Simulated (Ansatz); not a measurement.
# Ga2AsN: the cost of one run

Program: Ansatz 0.2.0. Level of theory: plane waves, PAW. These are calculated values, not measurements.

**1. The starting structure**

It takes space group P4/mmm (No. 123, tetragonal). Conventional cell: a = 3.464 Å, b = 3.464 Å, c = 4.845 Å, α = 90.00°, β = 90.00°, γ = 90.00°. Around N (site symmetry 4/mmm) lie 6 Ga at 2.42 to 2.45 Å. Ga (site symmetry 4/mmm) has 2 N at 2.42 Å and 4 As at 2.45 Å as nearest neighbours. As (site symmetry 4/mmm) has 6 Ga at 2.42 to 2.45 Å as nearest neighbours. Ga (site symmetry 4/mmm) is surrounded by 2 As at 2.42 Å and 4 N at 2.45 Å.

As a file:

```
N Ga As
1.0
     3.46390    0.00000    0.00000
     0.00000    3.46390    0.00000
     0.00000    0.00000    4.84503
N Ga As
1 2 1
Direct
  0.00000 0.00000 0.00000
  0.00000 0.00000 0.50000
  0.50000 0.50000 0.00000
  0.50000 0.50000 0.50000
```

Cell and atoms come from an earlier r2SCAN relaxation.

**2. PBE, anion s p, 6×6×4**

The input, input.yaml:

```yaml
crystal:
  lattice:
    - [3.4638989638, 0.0, 0.0]
    - [0.0, 3.4638989638, 0.0]
    - [0.0, 0.0, 4.8450304397]
  atoms:
    - { symbol: "N", position: [0.0, 0.0, 0.0] }
    - { symbol: Ga, position: [0.0, 0.0, 0.5] }
    - { symbol: As, position: [0.5, 0.5, 0.5] }
    - { symbol: Ga, position: [0.5, 0.5, 0.0] }
kpoints:
  mp_grid: { grid: [6, 6, 4] }
  band_path:
    path:
      - [[0.0, 0.0, 0.0], [2.405832805638e-50, 0.5, 2.69816598932e-34], [0.5, 0.5, 1.175279683646e-33], [0.0, 0.0, 0.0], [2.572875802344e-50, 7.396181533332e-51, 0.5], [-5.594491532045e-50, 0.5, 0.5], [0.5, 0.5, 0.5], [2.572875802344e-50, 7.396181533332e-51, 0.5]]
      - [[2.405832805638e-50, 0.5, 2.69816598932e-34], [-5.594491532045e-50, 0.5, 0.5]]
      - [[0.5, 0.5, 1.175279683646e-33], [0.5, 0.5, 0.5]]
    npoints: 10
hamiltonian:
  xc: pbe
scf:
  occupations: { method: fermi_dirac, width: 0.02 }
  n_extra_bands: 6
output:
  forces: false
  stress: false
  eigenvalues: true
  wannier:
    kmesh: [6, 6, 4]
    projections:
      - { species: "N", l: s, shell: 2 }
      - { species: "N", l: p, shell: 2 }
      - { species: As, l: s, shell: 4 }
      - { species: As, l: p, shell: 4 }
    minimise: true
    write_hr: true
    conv_tol: 1.0e-08
    max_iter: 3000
```

Started as:

```bash
$ ansatz run input.yaml --threads 4 --pin off --max-ram 3686MiB --backend cpu --events-out ev --progress --plain --runs-dir out
```

What time and memory should one allow on 4 threads of Arm Neoverse V1, shared host?

About 4.9 s, with a peak of 0.4 GiB.
